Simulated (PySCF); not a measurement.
**[Re3O]+: structure of the singlet**

Aim: relax [Re3O]+ as a singlet from a PBE minimum start, check by its vibrations whether the end is a minimum, and collect its spectrum and constants.

Method: HF, basis O def2-SVP, Re def2-SVP with ECP60, scalar-relativistic core potentials, no spin–orbit coupling, density fitting; program: PySCF 2.14.0.

### Step 1. The starting structure

4 atoms, charge 1, spin multiplicity 1.

Bond lengths: O1–Re3 1.853 Å, O1–Re4 1.853 Å, Re2–Re3 2.228 Å, Re2–Re4 2.228 Å. Angles: Re3–O1–Re4 111.8°, Re3–Re2–Re4 87.1°, O1–Re3–Re2 80.6°, O1–Re4–Re2 80.6°.

```xyz
4
charge 1 multiplicity 1
O     0.0000    0.0000   -1.5329
Re    0.0000    0.0000    1.1206
Re    1.5343    0.0000   -0.4947
Re   -1.5343    0.0000   -0.4947
```

### Step 2. The SCF at the typed geometry

One driver script runs all steps and calls PySCF; scf.py shows how it sets up the SCF of each step. The optimiser is the driver's own. After this first run the driver tries any further starts and a stability analysis.

File scf.py:

```python
from pyscf import gto, scf, dft
mol = gto.M(atom='''
O     -0.000000    -0.000000    -1.532920
Re     0.000000     0.000000     1.120580
Re     1.534260    -0.000000    -0.494660
Re    -1.534260     0.000000    -0.494660''',
    basis={'O': 'def2-SVP', 'Re': 'def2-SVP'},
    ecp={'Re': 'def2-SVP'},
    charge=1, spin=0)
mf = scf.RHF(mol)
aux = {'O': 'def2-universal-JKFIT', 'Re': 'def2-universal-JKFIT'}
mf = mf.density_fit(auxbasis=aux)
mf.conv_tol = 1e-08
mf.diis_space = 10
mf.max_cycle = 60
mf.init_guess = 'minao'
mf.verbose = 4
mf.kernel()
```

Command:

```sh
$ OMP_NUM_THREADS=4 python axn.py task.json out
```

The runs that follow: Relaxation: PBE minimum start, singlet; Relaxing without the symmetry constraint; Is it a minimum? Harmonic modes.

Before running it: what results should come out? Wanted: minimum; geometry; wavenumbers; dipole moment; highest occupied, lowest empty level; polar-tensor charge of O1; zero-point energy.

The runs gave:

```
                            quantity                                                                                                                   value
                             minimum                                                                                                             singlet, Cs
                            geometry  O–Re 1.806 Å, O–Re 1.978 Å, Re–Re 2.132 Å, Re–Re 2.365 Å; O–Re–Re 84.0°, O–Re–Re 86.6°, Re–O–Re 105.5°, Re–Re–Re 84.0°
                  wavenumbers (cm⁻¹)                                                             149 (a'), 175 (a''), 208 (a'), 254 (a'), 591 (a'), 767 (a')
      dipole moment (centre of mass)                                                                                                                  2.17 D
highest occupied, lowest empty level                                                                                                        -12.20, -4.68 eV
           polar-tensor charge of O1                                                                                                                 -0.87 e
                   zero-point energy                                                                                                             12.8 kJ/mol
                 entropy at 298.15 K                                                                                                         359.1 J/(mol K)
```

What this shows: The PBE minimum start (C2v) ends in a minimum of Cs symmetry. The strongest infrared band lies at 767 cm⁻¹ (a'). The first SCF alone would have been 90 kJ/mol too high. Other starts or spin states, not run here, may lie lower. Whether spin polarisation would lower the closed shell was not checked. With an element this heavy the missing spin–orbit coupling can shift these numbers.
